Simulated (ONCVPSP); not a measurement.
# As: generating and testing an ONCV potential

Aim: build the potential from the settings below, then test how well it stands in for the atom: other configurations, scattering, ghost states and the plane-wave cutoff that it needs.

The numbers are computed with ONCVPSP 4.0.1.1 (patched build) (PBE, scalar-relativistic, spin-unpolarised reference atom).

**1. The atom and the settings**

The settings as typed:

```
element                 : arsenic (As, Z = 33)
type                    : optimised norm-conserving Vanderbilt (ONCV)
frozen core             : [Ne]
valence charge          : 23
reference configuration : 3s2 3p6 3d10 4s2 4p3
partial waves           : 3s+4s: rc 1.20 bohr, ncon 4, nbas 7, qcut 12.8 1/bohr, 2 projectors; 3p+4p: rc 1.10 bohr, ncon 5, nbas 8, qcut 11.6 1/bohr, 2 projectors; 3d: rc 1.30 bohr, ncon 4, nbas 8, qcut 13.6 1/bohr, 1 projector
local potential         : polynomial inside 0.90 bohr (lpopt 5, dvloc0 4 Ha)
core correction         : Teter function, fcfact 4.25, rcfact 1.5
```

The nodes and maxima of the atom's own shells, from an earlier all-electron run, set the scale for the radii.

All-electron outer shells of the reference configuration (PBE, scalar-relativistic, ld1.x):

```csv
shell,level (eV),outermost node (bohr),outermost maximum (bohr)
2s,-1486.76,0.06,0.17
2p,-1303.65,–,0.14
3s,-190.31,0.25,0.52
3p,-133.68,0.22,0.52
3d,-40.65,–,0.47
4s,-14.49,0.73,1.61
4p,-5.19,0.78,2.00
```

**2. Generation**

Input file As.dat:

```
# ATOM AND REFERENCE CONFIGURATION
# atsym  z   nc   nv     iexc    psfile
  As 33.00    3    5        4      upf
#
#   n    l    f
    1    0    2.00
    2    0    2.00
    2    1    6.00
    3    0    2.00
    3    1    6.00
    3    2   10.00
    4    0    2.00
    4    1    3.00
#
# PSEUDOPOTENTIAL AND OPTIMIZATION
# lmax
    2
#
#   l,   rc,      ep,       ncon, nbas, qcut
    0    1.20    0.00    4    7   12.80
    1    1.10    0.00    5    8   11.60
    2    1.30    0.00    4    8   13.60
#
# LOCAL POTENTIAL
# lloc, lpopt,  rc(5),   dvloc0
    4    5    0.90    4.00
#
# VANDERBILT-KLEINMAN-BYLANDER PROJECTORs
# l, nproj, debl
    0    2    3.00
    1    2    4.00
    2    1    2.80
#
# MODEL CORE CHARGE
# icmod, fcfact, rcfact
    3    4.25    1.50
#
# LOG DERIVATIVE ANALYSIS
# epsh1, epsh2, depsh
   -8.00    5.00    0.04
#
# OUTPUT GRID
# rlmax, drl
    6.00    0.01
#
# TEST CONFIGURATIONS
# ncnf
    4
# nvcnf
#   n    l    f
    5
    3    0    2.00
    3    1    6.00
    3    2   10.00
    4    0    2.00
    4    1    2.00
#
    5
    3    0    2.00
    3    1    6.00
    3    2   10.00
    4    0    2.00
    4    1    1.00
#
    5
    3    0    2.00
    3    1    6.00
    3    2   10.00
    4    0    2.00
    4    1    0.00
#
    5
    3    0    2.00
    3    1    6.00
    3    2    9.00
    4    0    2.00
    4    1    3.00
#
```

Run with:

```bash
$ oncvpsp.x < As.dat > As.out
```

What does the calculation give? Wanted: cutoffs for 1 and 0.1 mHa per electron, occupied waves; bound ghosts; GHOST(+) flags; largest test error; largest phase difference near zero energy, channels read; rms error of d²Exc/dn², without and with the model core.

As calculated:

| quantity | value |
| --- | --- |
| cutoffs for 1 and 0.1 mHa per electron, occupied waves | 70 Ha and 78 Ha |
| bound ghosts | none found |
| GHOST(+) flags | none at low energy |
| largest test error (AE − PS) | +280 meV, for 3s2 3p6 3d9 4s2 4p3 |
| largest phase difference near zero energy, channels read | 0.045 rad |
| rms error of d²Exc/dn², without and with the model core | 3.55 and 1.70 mHa |

**Reading.** By total energies transferability is poor: the largest error is 280 meV on 50.8 eV, for 3s2 3p6 3d9 4s2 4p3. That test lies far up in energy; among those under 40 eV, nearer to bonding, the largest error is 3.1 meV. The potential is very hard: the looser tolerance needs 70 Ha. At the looser tolerance the 3d wave is the slowest; 3p needs 58 Ha. It is free of bound ghosts as far as tested. Near zero energy the largest phase difference among the channels read is 0.05 rad, in the d channel.
